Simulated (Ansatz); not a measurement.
# SiNH4 (SMILES N[SiH2]): RPA@PBE/STO-3G

Aim: the electronic atomisation energy of SiNH4 at RPA@PBE/STO-3G, from 4 runs. 

The calculation is run with Ansatz 0.2.0.

45 further runs of the same task are left out: 45 set aside as unsound or not needed.

### Step 1. The structure to begin with

The species is SiNH4 (6 atoms), meant as a doublet with charge 0. As SMILES, `N[SiH2]`. The shape is that of a PBE0-D4/def2-TZVP optimisation. This is one conformer, not always the lowest.

Bond lengths: N1–Si2 1.725 Å, N1–H3 1.008 Å, N1–H4 1.008 Å, Si2–H5 1.493 Å, Si2–H6 1.493 Å. Angles: N1–Si2–H5 107.3°, N1–Si2–H6 107.3°, Si2–N1–H3 119.9°, Si2–N1–H4 119.9°, H5–Si2–H6 110.5°, H3–N1–H4 110.9°.

### Step 2. A single-point energy at RPA@PBE/STO-3G

The input, molecule.yaml:

```yaml
crystal:
  periodic: [false, false, false]
  atoms:
    - {symbol: N, position_ang: [-0.062300, -0.863500, 0.020900]}
    - {symbol: Si, position_ang: [0.307400, 0.815300, 0.161600]}
    - {symbol: H, position_ang: [0.565000, -1.475900, -0.476400]}
    - {symbol: H, position_ang: [-0.503600, -1.346500, 0.787600]}
    - {symbol: H, position_ang: [0.657400, 1.307800, -1.204100]}
    - {symbol: H, position_ang: [-0.921600, 1.498900, 0.664300]}
basis:
  gaussian: {orbitals: STO-3G}
total_charge: 0
magnetization: {spin_polarized: true, initial_magnetization: 1}
hamiltonian: {xc: {name: PBE}}
correlation: {method: rpa, frozen_orbitals: {H: 0, "N": 1, Si: 5}}
accuracy: high
```

On the command line:

```
$ ansatz run molecule.yaml --threads 1 --pin off --max-ram 2610MiB --events-out events.jsonl --progress --plain --runs-dir runs
```

Log:

```text
Warning: RAYON_NUM_THREADS=1 ignored (pool sized by the plan → 1); use --threads N
Functional definition: PBE
  name "PBE"
  parameter kappa = 0.804
  parameter beta = 0.06672455060314922
  exchange = pbe_x(kappa = kappa, mu = beta*pi^2/3)
  correlation = pbe_c(beta = beta)
312 factors; integrals over basis functions are off by at most 1.1e-8 eV
mean field evaluation 1: about -9311.8166 eV, gradient 1.5e1 eV
mean field evaluation 2: about -9311.7762 eV, gradient 1.5e1 eV
mean field evaluation 4: about -9313.0716 eV, gradient 3.6e0 eV
mean field evaluation 8: about -9313.1812 eV, gradient 1.5e-2 eV
mean field evaluation 16: about -9313.1812 eV, gradient 8.3e-7 eV
mean field -9313.18116515 eV, -342.2530951182 hartree, gradient 2.6e-8 eV, S^2 0.750323; 0 other end points of the search recorded, 0 dependent functions left out
6 core orbitals not correlated: weight in the atoms' cores, before any rotation towards them, 0.999 or more for the frozen orbitals, at most 0.000 for the correlated occupied ones
reference -9295.27272490 eV, -341.5949720779 hartree; 7, 6 occupied and 5, 6 virtual orbitals, 312 factors
Total energy: -9300.33880089 eV, -341.7811469368 hartree
```

Run time: 1.8 s. Hardware: 1 thread of Arm Neoverse V2, shared host; peak memory 0.13 GiB.

### Step 3. The H atom

The input, job.yaml:

```yaml
basis:
  gaussian:
    orbitals: STO-3G
crystal:
  periodic: [false, false, false]
  atoms:
    - {symbol: H, position_ang: [0.000000, 0.000000, 0.000000]}
magnetization:
  spin_polarized: true
  initial_magnetization: 1
hamiltonian:
  xc: {name: PBE}
accuracy: high
correlation:
  method: rpa
  frozen_orbitals: {H: 0}
```

Run the same way, it converges to -0.46658 Eh (log not shown).

### Step 4. The N atom, same level

The input, molecule.yaml:

```yaml
crystal:
  periodic: [false, false, false]
  atoms:
    - {symbol: N, position_ang: [0.000000, 0.000000, 0.000000]}
basis:
  gaussian:
    orbitals: STO-3G
correlation:
  method: rpa
  frozen_orbitals: {"N": 1}
accuracy: high
magnetization:
  spin_polarized: true
  initial_magnetization: 3
hamiltonian:
  xc: pbe
```

Run the same way, it converges to -53.74680 Eh (log not shown).

### Step 5. The Si atom, same level

The input, job.yaml:

```yaml
crystal:
  periodic: [false, false, false]
  atoms:
    - {symbol: Si, position_ang: [0.000000, 0.000000, 0.000000]}
basis:
  gaussian: {orbitals: STO-3G}
magnetization: {spin_polarized: true, initial_magnetization: 2}
hamiltonian: {xc: {name: PBE}}
correlation: {method: rpa, frozen_orbitals: {Si: 5}}
accuracy: high
```

Run the same way, it converges to -285.51519 Eh (log not shown).

### Step 6. Results

At RPA@PBE/STO-3G, 6 core orbitals frozen:

```
                                   quantity          value
                     molecule: total energy  -341.78115 Eh
 molecule: RPA correlation energy (valence)     -186.2 mEh
molecule: ⟨S²⟩ of the reference determinant          0.750
                       H atom: total energy    -0.46658 Eh
             H atom: RPA correlation energy        0.0 mEh
  H atom: ⟨S²⟩ of the reference determinant          0.750
                       N atom: total energy   -53.74680 Eh
   N atom: RPA correlation energy (valence)      -27.8 mEh
  N atom: ⟨S²⟩ of the reference determinant          3.750
                      Si atom: total energy  -285.51519 Eh
  Si atom: RPA correlation energy (valence)      -51.1 mEh
 Si atom: ⟨S²⟩ of the reference determinant          2.000
              electronic atomisation energy      17.764 eV
```

In words: Taking the molecule apart into free atoms costs 17.76 eV (410 kcal/mol), before zero-point energy and without spin-orbit coupling. In a minimal basis such a difference can be off by several eV, whatever the method.
